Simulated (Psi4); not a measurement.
# wB97X-D/def2-SVP (core potential, sweep point 1) run of SnO (tin(ii) oxide)

What is the energy change on altering one bond length of SnO (tin(ii) oxide) at wB97X-D/def2-SVP (core potential, sweep point 1)? 

The calculation is run with Psi4 1.11.

**1. The molecule**

The species is SnO (2 atoms), meant as a singlet with charge 0. SMILES: `[O]=[Sn]`. The shape is that of a PBE0-D4/def2-TZVP optimisation.

Bond lengths: O1–Sn2 1.818 Å.

**2. The energy at wB97X-D/def2-SVP (core potential, sweep point 1)**

job.py

```python
import psi4

psi4.set_memory(1600000000)
psi4.set_num_threads(1)
psi4.core.set_output_file('output.dat', False)

mol = psi4.geometry("""
0 1
O      0.000000     0.000000    -0.007080
Sn     0.000000     0.000000     1.810660
symmetry c1
""")

psi4.set_options({
    'puream': True,
    'scf_type': 'pk',
    'dft_radial_points': 99,
    'dft_spherical_points': 590,
})

E, wfn = psi4.energy('wb97x-d/def2-SVP', return_wfn=True)
print(f'wb97x-d/def2-SVP energy: {E:.10f} Eh')
for k, v in sorted(psi4.core.scalar_variables().items()):
    print(f'{k:45s} {v:18.10f}')
```

On the command line:

```
$ python job.py
```

output.dat:

```text
[...]
    !!!  WARNING: ECP capability is in beta. Please check occupations closely.  !!!
[...]
  Running in c1 symmetry.
[...]
  Nuclear repulsion =   51.236804536358335
[...]
  Multiplicity = 1
[...]
  Nalpha       = 15
  Nbeta        = 15
[...]
    Number of basis functions: 40
[...]
   @RKS iter   1:  -289.02700051999938   -1.53710e+00   2.37508e-02 ADIIS/DIIS
[...]
   @RKS iter  10:  -289.47669067003591   -2.33950e-09   2.89573e-07 DIIS
[...]
    Orbital Energies [Eh]
    ---------------------
    Doubly Occupied:
       1A    -19.215914     2A     -5.221353     3A     -3.561379
       4A     -3.561379     5A     -3.550217     6A     -1.145852
       7A     -1.131603     8A     -1.131603     9A     -1.122955
      10A     -1.122955    11A     -0.932586    12A     -0.507611
      13A     -0.355278    14A     -0.355278    15A     -0.344753
[...]
  @RKS Final Energy:  -289.47669067003591
   => Energetics <=
    Nuclear Repulsion Energy =             51.2368045363583349
    One-Electron Energy =                -582.5647270622193901
    Two-Electron Energy =                 260.3510411439757490
    DFT Exchange-Correlation Energy =     -18.4997917950449846
    Empirical Dispersion Energy =          -0.0000174931056610
    VV10 Nonlocal Energy =                  0.0000000000000000
    Total Energy =                       -289.4766906700359073
[...]
 Multipole Moments:
 ------------------------------------------------------------------------------------
     Multipole            Electronic (a.u.)      Nuclear  (a.u.)        Total (a.u.)
 ------------------------------------------------------------------------------------
 L = 1.  Multiply by 2.5417464519 to convert [e a0] to [Debye]
 Dipole X            :         -0.0000000            0.0000000           -0.0000000
 Dipole Y            :         -0.0000000            0.0000000           -0.0000000
 Dipole Z            :         16.9094761          -15.3512859            1.5581902
 Magnitude           :                                                    1.5581902
[...]
```

On the terminal:

```text
wb97x-d/def2-SVP energy: -289.4766906700 Eh
CURRENT ENERGY                                   -289.4766906700
CURRENT REFERENCE ENERGY                         -289.4766906700
DD SOLVATION ENERGY                                 0.0000000000
DFT FUNCTIONAL TOTAL ENERGY                      -289.4766731769
DFT TOTAL ENERGY                                 -289.4766906700
DFT VV10 ENERGY                                     0.0000000000
DFT XC ENERGY                                     -18.4997917950
DISPERSION CORRECTION ENERGY                       -0.0000174931
GRID ELECTRONS ALPHA                               14.9999998690
GRID ELECTRONS BETA                                14.9999998690
GRID ELECTRONS TOTAL                               29.9999997380
NUCLEAR REPULSION ENERGY                           51.2368045364
ONE-ELECTRON ENERGY                              -582.5647270622
PCM POLARIZATION ENERGY                             0.0000000000
PE ENERGY                                           0.0000000000
SCF ITERATION ENERGY                             -289.4766906700
SCF ITERATIONS                                     10.0000000000
SCF TOTAL ENERGY                                 -289.4766906700
TWO-ELECTRON ENERGY                               260.3510411440
WB97X-D DISPERSION CORRECTION ENERGY               -0.0000174931
XC GRID RADIAL POINTS                              99.0000000000
XC GRID SPHERICAL POINTS                          590.0000000000
XC GRID TOTAL POINTS                           108886.0000000000
```

Run time: 5.1 s. Hardware: 1 thread of Intel Xeon at 2.70GHz, shared host; peak memory 0.33 GiB.

**3. The distorted shape**

calc.py

```python
import psi4

psi4.set_memory('1600 MB')
psi4.set_num_threads(1)
psi4.set_output_file('run.log', False)

geom = psi4.geometry("""
0 1
O      0.000000     0.000000    -1.461240
Sn     0.000000     0.000000     1.810660
symmetry c1
""")

options = {'basis': 'def2-SVP', 'puream': True, 'scf_type': 'pk', 'dft_radial_points': 99, 'dft_spherical_points': 590}
psi4.set_options(options)

energy_value = psi4.energy("wb97x-d")
print(f'wb97x-d energy: {energy_value:.10f} Eh')
```

On the command line:

```
$ python calc.py
```

run.log:

```text
[...]
    !!!  WARNING: ECP capability is in beta. Please check occupations closely.  !!!
[...]
  Running in c1 symmetry.
[...]
  Nuclear repulsion =   28.465169802842382
[...]
  Multiplicity = 1
[...]
  Nalpha       = 15
  Nbeta        = 15
[...]
    Number of basis functions: 40
[...]
   @RKS iter   1:  -288.29966647531705   -1.11103e+00   2.66102e-02 DIIS/ADIIS
[...]
   @RKS iter  30:  -289.21389404808724   -6.17901e-08   4.95154e-07 DIIS
[...]
    Orbital Energies [Eh]
    ---------------------
    Doubly Occupied:
       1A    -19.200234     2A     -5.283897     3A     -3.625640
       4A     -3.625639     5A     -3.606563     6A     -1.196260
       7A     -1.196260     8A     -1.179491     9A     -1.179491
      10A     -1.173838    11A     -0.847374    12A     -0.552701
      13A     -0.272499    14A     -0.272498    15A     -0.257169
[...]
  @RKS Final Energy:  -289.21389404808724
   => Energetics <=
    Nuclear Repulsion Energy =             28.4651698028423823
    One-Electron Energy =                -536.1633853688720137
    Two-Electron Energy =                 236.8456962393748029
    DFT Exchange-Correlation Energy =     -18.3610240093628789
    Empirical Dispersion Energy =          -0.0003507120695590
    VV10 Nonlocal Energy =                  0.0000000000000000
    Total Energy =                       -289.2138940480872975
[...]
 Multipole Moments:
 ------------------------------------------------------------------------------------
     Multipole            Electronic (a.u.)      Nuclear  (a.u.)        Total (a.u.)
 ------------------------------------------------------------------------------------
 L = 1.  Multiply by 2.5417464519 to convert [e a0] to [Debye]
 Dipole X            :         -0.0000441            0.0000000           -0.0000441
 Dipole Y            :          0.0000011            0.0000000            0.0000011
 Dipole Z            :         30.2755645          -27.6320444            2.6435201
 Magnitude           :                                                    2.6435201
[...]
```

On the terminal:

```text
wb97x-d energy: -289.2138940481 Eh
```

Run time: 8.1 s. Hardware: 1 thread of Intel Xeon at 2.70GHz, shared host; peak memory 0.31 GiB.

**4. Summary of results**

At wB97X-D/def2-SVP (core potential, sweep point 1):

| quantity | value |
| --- | --- |
| first shape: total energy | -289.47669 Eh |
| first shape: dipole moment | 3.96 D |
| first shape: HOMO energy | -9.38 eV |
| first shape: LUMO energy | -0.42 eV |
| first shape: HOMO–LUMO gap | 8.96 eV |
| first shape: dispersion energy | -0.05 kJ/mol |
| distorted shape: total energy | -289.21389 Eh |
| distorted shape: dipole moment | 6.72 D |
| distorted shape: HOMO energy | -7.00 eV |
| distorted shape: LUMO energy | -2.43 eV |
| distorted shape: HOMO–LUMO gap | 4.57 eV |
| distorted shape: dispersion energy | -0.92 kJ/mol |
| energy change with the O1–Sn2 bond stretched from 1.818 to 3.272 Å | 7.151 eV |

In words: With the O1–Sn2 bond stretched from 1.818 to 3.272 Å the energy rises by 7.15 eV (690 kJ/mol). The first shape isn't relaxed at this level, so the change isn't measured from a minimum. A restricted reference can't describe the breaking bond well at this length.
